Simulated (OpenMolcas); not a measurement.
# CH3BNO− (SMILES N#C[BH2-]O) at 6 levels

Wanted: a comparison of 6 runs (HF/STO-3G, B3LYP/6-31G*, PBE/cc-pVDZ, PBE0/def2-SVP, BLYP/def2-TZVP) of CH3BNO−. 

The results are computed with OpenMolcas 26.06.

2 further runs of the same task are left out: 2 set aside as unsound or not needed.

**1. The system as given**

The species is CH3BNO− (7 atoms), meant as a singlet with charge -1. SMILES: `N#C[BH2-]O`. Geometry: relaxed at GFN2-xTB. This is one conformer, not always the lowest.

Bond lengths: N1–C2 1.157 Å, C2–B3 1.576 Å, B3–O4 1.510 Å, B3–H5 1.238 Å, B3–H6 1.214 Å, O4–H7 0.957 Å. Angles: N1–C2–B3 177.9°, C2–B3–O4 110.5°, C2–B3–H5 106.5°, C2–B3–H6 109.3°, O4–B3–H5 111.4°, O4–B3–H6 108.2°, B3–O4–H7 106.7°, H5–B3–H6 110.9°.

**2. Energy and forces at HF/STO-3G (run 1)**

mol.xyz

```xyz
7

N      0.256130    -1.968150     1.239910
C      0.258440    -0.932640     0.722890
B      0.263230     0.451130    -0.031790
O     -1.104220     0.748470    -0.598100
H      1.113140     0.360450    -0.927870
H      0.550850     1.334010     0.750100
H     -1.337570     0.006720    -1.155130
```

calc.inp

```
* CH3BNO Hartree-Fock
>>> EXPORT MOLCAS_PRINT=2

&GATEWAY
 BASLIB=$CurrDir
 COORD=mol.xyz
 BASIS=STO-3G
 GROUP=NoSym

&SEWARD

&SCF
 CHARGE=-1
 THRESHOLDS=1e-10 1e-07 1e-07 1e-05
 PRORBITALS=1 1

&ALASKA
```

The basis set STO-3G is read from a file made from the Basis Set Exchange's data (not shown).

Command:

```console
$ export MOLCAS_MEM=1860
$ pymolcas calc.inp > calc.log
```

Standard output:

```text
--- Start Module: gateway ---
[...]
--- Stop Module: gateway /rc=_RC_ALL_IS_WELL_ ---
[...]
      Basis functions           23
[...]
--- Start Module: scf ---
[...]
       Convergence after  17 Iterations
[...]
::    Total SCF energy                               -191.0357425501
[...]
      Total spin, S                                     0.0000000000
[...]
      Total electronic charge=   30.000000
      Total            charge=   -1.000000
[...]
      Dipole Moment (debye):
      Origin of the operator (angstrom)=   -0.1383   -0.3587    0.2637
                   X= -1.0376E+00               Y= -1.1342E+00               Z= -5.6193E-01           Total=  1.6367E+00
      Center of Charge (angstrom)
[...]
--- Stop Module: scf /rc=_RC_ALL_IS_WELL_ ---
--- Start Module: alaska ---
[...]
 *              Molecular gradients               *
 **************************************************
  Irreducible representation: a
 ------------------------------------------------------------------------------------------
                              X                       Y                       Z
 ------------------------------------------------------------------------------------------
  N1                1.48043473442216E-04   -5.01847196180272E-03    1.48933329895673E-03
  C2               -1.77756208872593E-03    2.73590367820651E-02   -1.48788383403353E-02
  B3                1.40564942614141E-03   -3.70326862665871E-02    3.27756768564674E-02
  O4               -2.92744601608090E-02   -3.56373892278361E-02   -3.77314876407548E-02
  H5                1.88228831914423E-02   -3.21160389288666E-03   -2.31302082845564E-02
  H6                3.57983602033096E-03    1.66799350208966E-02    1.47120973169823E-02
  H7                7.09561013817916E-03    3.68611795461509E-02    2.67634267932324E-02
 ------------------------------------------------------------------------------------------
--- Stop Module: alaska /rc=_RC_ALL_IS_WELL_ ---
[...]
```

It took 2 s on 1 thread of Arm Neoverse V1, shared host; peak memory 0.37 GiB.

**3. Energy and gradient at B3LYP/6-31G(d) (spherical functions) (run 2)**

calc.input

```
* CH3BNO Kohn-Sham DFT
>>> EXPORT MOLCAS_PRINT=2
&GATEWAY
BasLib = $CurrDir
Coord
7
angstrom
N        0.256130      -1.968150       1.239910
C        0.258440      -0.932640       0.722890
B        0.263230       0.451130      -0.031790
O       -1.104220       0.748470      -0.598100
H        1.113140       0.360450      -0.927870
H        0.550850       1.334010       0.750100
H       -1.337570       0.006720      -1.155130
Basis = 6-31Gs
Group = NoSym
&SEWARD
GridInput
Grid=UltraFine
End of Grid
&SCF
Charge = -1
KSDFT = B3LYP
Thresholds = 1e-10 1e-07 1e-07 1e-05
PrOrbitals = 1 1
&ALASKA
```

The basis set 6-31G* is read from a file made from the Basis Set Exchange's data (not shown).

Command:

```console
$ export MOLCAS_MEM=1860
$ pymolcas calc.input > calc.log
```

Standard output:

```text
--- Start Module: gateway ---
[...]
--- Stop Module: gateway /rc=_RC_ALL_IS_WELL_ ---
[...]
      Basis functions           62
[...]
--- Start Module: scf ---
[...]
       Convergence after  20 Iterations
[...]
::    Total KS-DFT energy                            -194.7969763042
[...]
      Total spin, S                                     0.0000000000
[...]
      Total electronic charge=   30.000000
      Total            charge=   -1.000000
[...]
      Dipole Moment (debye):
      Origin of the operator (angstrom)=   -0.1383   -0.3587    0.2637
                   X= -1.2296E+00               Y= -8.2195E-01               Z= -1.0405E+00           Total=  1.8083E+00
      Center of Charge (angstrom)
[...]
--- Stop Module: scf /rc=_RC_ALL_IS_WELL_ ---
[...]
--- Start Module: alaska ---
[...]
 *              Molecular gradients               *
 **************************************************
  Irreducible representation: a
 ------------------------------------------------------------------------------------------
                              X                       Y                       Z
 ------------------------------------------------------------------------------------------
  N1                6.08761036997474E-04    2.50647462850964E-02   -1.24616591130629E-02
  C2               -2.29068571701596E-03   -1.08434192373856E-02    3.32544396285117E-03
  B3                1.17696340925955E-02   -1.06551711886222E-02    1.71352584097451E-02
  O4               -6.22907975031062E-03   -8.64337172475693E-03   -1.00641722857366E-02
  H5               -3.54822105848340E-03   -2.71346671572800E-04   -1.22561690301048E-03
  H6               -2.44994901626483E-03   -3.09677916812801E-03   -3.22586793071156E-03
  H7                2.13954041250008E-03    8.44534170539823E-03    6.51661385993663E-03
 ------------------------------------------------------------------------------------------
--- Stop Module: alaska /rc=_RC_ALL_IS_WELL_ ---
[...]
```

Wall time 24 s (1 thread of Arm Neoverse V1, shared host); peak memory 0.4 GiB.

**4. Energy and gradient at B3LYP/6-31G(d) (Cartesian functions) (run 3)**

test.input

```
* CH3BNO Kohn-Sham DFT
>>> EXPORT MOLCAS_PRINT=2

&GATEWAY
  BASLIB=$CurrDir
  COORD
  7
  angstrom
  N        0.256130      -1.968150       1.239910
  C        0.258440      -0.932640       0.722890
  B        0.263230       0.451130      -0.031790
  O       -1.104220       0.748470      -0.598100
  H        1.113140       0.360450      -0.927870
  H        0.550850       1.334010       0.750100
  H       -1.337570       0.006720      -1.155130
  BASIS=6-31Gs
  GROUP=NoSym

&SEWARD
  GRIDINPUT
  Grid=UltraFine
  End of Grid

&SCF
  CHARGE=-1
  KSDFT=B3LYP
  THRESHOLDS=1e-10 1e-07 1e-07 1e-05
  PRORBITALS=1 1

&ALASKA
```

The basis set 6-31G* is read from a file made from the Basis Set Exchange's data (not shown).

Command:

```console
$ export MOLCAS_MEM=1860
$ pymolcas test.input > test.log
```

Standard output:

```text
--- Start Module: gateway ---
[...]
--- Stop Module: gateway /rc=_RC_ALL_IS_WELL_ ---
[...]
      Basis functions           66
[...]
--- Start Module: scf ---
[...]
       Convergence after  20 Iterations
[...]
::    Total KS-DFT energy                            -194.8017716168
[...]
      Total spin, S                                     0.0000000000
[...]
      Total electronic charge=   30.000000
      Total            charge=   -1.000000
[...]
      Dipole Moment (debye):
      Origin of the operator (angstrom)=   -0.1383   -0.3587    0.2637
                   X= -1.2188E+00               Y= -8.1270E-01               Z= -1.0385E+00           Total=  1.7956E+00
      Center of Charge (angstrom)
[...]
--- Stop Module: scf /rc=_RC_ALL_IS_WELL_ ---
[...]
--- Start Module: alaska ---
[...]
 *              Molecular gradients               *
 **************************************************
  Irreducible representation: a
 ------------------------------------------------------------------------------------------
                              X                       Y                       Z
 ------------------------------------------------------------------------------------------
  N1                6.15698457976266E-04    2.53047009043676E-02   -1.25385814624401E-02
  C2               -2.28515824220921E-03   -1.11347317546748E-02    3.43068125200796E-03
  B3                1.14966815549264E-02   -1.05829739666565E-02    1.70019569495860E-02
  O4               -5.74141217664526E-03   -8.80541137579183E-03   -1.00284507294410E-02
  H5               -3.44365614284836E-03   -2.37656422272452E-04   -1.27303248681354E-03
  H6               -2.60153632830651E-03   -3.10760575839808E-03   -3.22437206143045E-03
  H7                1.95938287713249E-03    8.56367837338867E-03    6.63179853858020E-03
 ------------------------------------------------------------------------------------------
--- Stop Module: alaska /rc=_RC_ALL_IS_WELL_ ---
[...]
```

It took 26 s on 1 thread of Arm Neoverse V1, shared host; peak memory 0.41 GiB.

Runs 4 to 5 aren't shown in full; the table further down has their settings and results.

**5. Energy and gradient at BLYP/def2-TZVP (run 6)**

mol.xyz is that of step 2.

test.input

```
&gateway
 baslib=$CurrDir
 coord=mol.xyz
 basis=def2-TZVP
 group=NoSym

&seward
 gridinput
 Grid=UltraFine
 End of Grid

&scf
 charge=-1
 ksdft=BLYP
 thresholds=1e-10 1e-07 1e-07 1e-05
 prorbitals=1 2

&alaska
```

The basis set def2-TZVP is read from a file made from the Basis Set Exchange's data (not shown).

Command:

```console
$ export MOLCAS_MEM=1860
$ pymolcas test.input > test.log
```

Standard output:

```text
--- Start Module: gateway ---
[...]
--- Stop Module: gateway /rc=_RC_ALL_IS_WELL_ ---
[...]
      Basis functions          142
[...]
--- Start Module: scf ---
[...]
       Convergence after  24 Iterations
[...]
::    Total KS-DFT energy                            -194.8461738450
[...]
      Total spin, S                                     0.0000000000
[...]
      Total electronic charge=   30.000000
      Total            charge=   -1.000000
[...]
      Dipole Moment (debye):
      Origin of the operator (angstrom)=   -0.1383   -0.3587    0.2637
                   X= -1.1139E+00               Y= -6.8363E-01               Z= -1.0545E+00           Total=  1.6793E+00
      Center of Charge (angstrom)
[...]
--- Stop Module: scf /rc=_RC_ALL_IS_WELL_ ---
[...]
--- Start Module: alaska ---
[...]
 *              Molecular gradients               *
 **************************************************
  Irreducible representation: a
 ------------------------------------------------------------------------------------------
                              X                       Y                       Z
 ------------------------------------------------------------------------------------------
  N1                4.77268969188593E-04    2.62774788022391E-02   -1.32800691028585E-02
  C2               -2.56118459422927E-03   -1.31459437610992E-02    4.97590242477219E-03
  B3                4.69769298649769E-03   -7.35021477604625E-03    1.04050492019359E-02
  O4               -1.13758906031958E-03   -1.10485213912872E-02   -7.23712687082112E-03
  H5               -3.66785307632256E-03   -7.50065338775613E-04   -4.73807579188135E-04
  H6               -3.11383495767825E-03   -3.93871504669585E-03   -3.37476186105534E-03
  H7                5.30549973286831E-03    9.95598151167298E-03    8.98481378725480E-03
 ------------------------------------------------------------------------------------------
--- Stop Module: alaska /rc=_RC_ALL_IS_WELL_ ---
[...]
```

Run time: 1.9 min. Hardware: 1 thread of Arm Neoverse V1, shared host; peak memory 1.1 GiB.

**6. The series**

| run | level | integration grid | Cartesian functions | energy (Eh) | HOMO energy (eV) | LUMO energy (eV) | HOMO–LUMO gap (eV) | wall time |
| --- | --- | --- | --- | --- | --- | --- | --- | --- |
| 1 | HF/STO-3G | – | no | -191.035743 | -2.01 | 16.49 | 18.50 | 2 s |
| 2 | B3LYP/6-31G* (spherical functions) | UltraFine | no | -194.796976 | -1.13 | 6.35 | 7.48 | 24 s |
| 3 | B3LYP/6-31G* (Cartesian functions) | UltraFine | yes | -194.801772 | -1.14 | 6.32 | 7.46 | 26 s |
| 4 | PBE/cc-pVDZ | UltraFine | no | -194.573001 | 0.10 | 5.31 | 5.22 | 34 s |
| 5 | PBE0/def2-SVP | UltraFine | no | -194.428537 | -1.62 | 6.20 | 7.82 | 25 s |
| 6 | BLYP/def2-TZVP | UltraFine | no | -194.846174 | -0.48 | 4.49 | 4.96 | 1.9 min |

**7. Summary of results**

```
                                                    quantity          value
                                         run 6: total energy  -194.84617 Eh
                                          run 6: HOMO energy       -0.48 eV
                                          run 6: LUMO energy        4.49 eV
run 6: HOMO–LUMO gap (to an unbound level, set by the basis)        4.96 eV
                             run 6: largest force on an atom     1.514 eV/Å
```

The HOMO–LUMO gap runs from 4.96 eV (BLYP/def2-TZVP) to 18.50 eV (HF/STO-3G). The two ends differ in method and basis. The empty levels of an anion lie above zero and hang on the basis. Totals of different functionals can't be ranked against each other. In run 4 the HOMO lies above zero, so the outermost electron may be held by the basis alone. In run 1 the basis is minimal, so the values are rough. All runs together took 3.7 min, the longest 1.9 min.
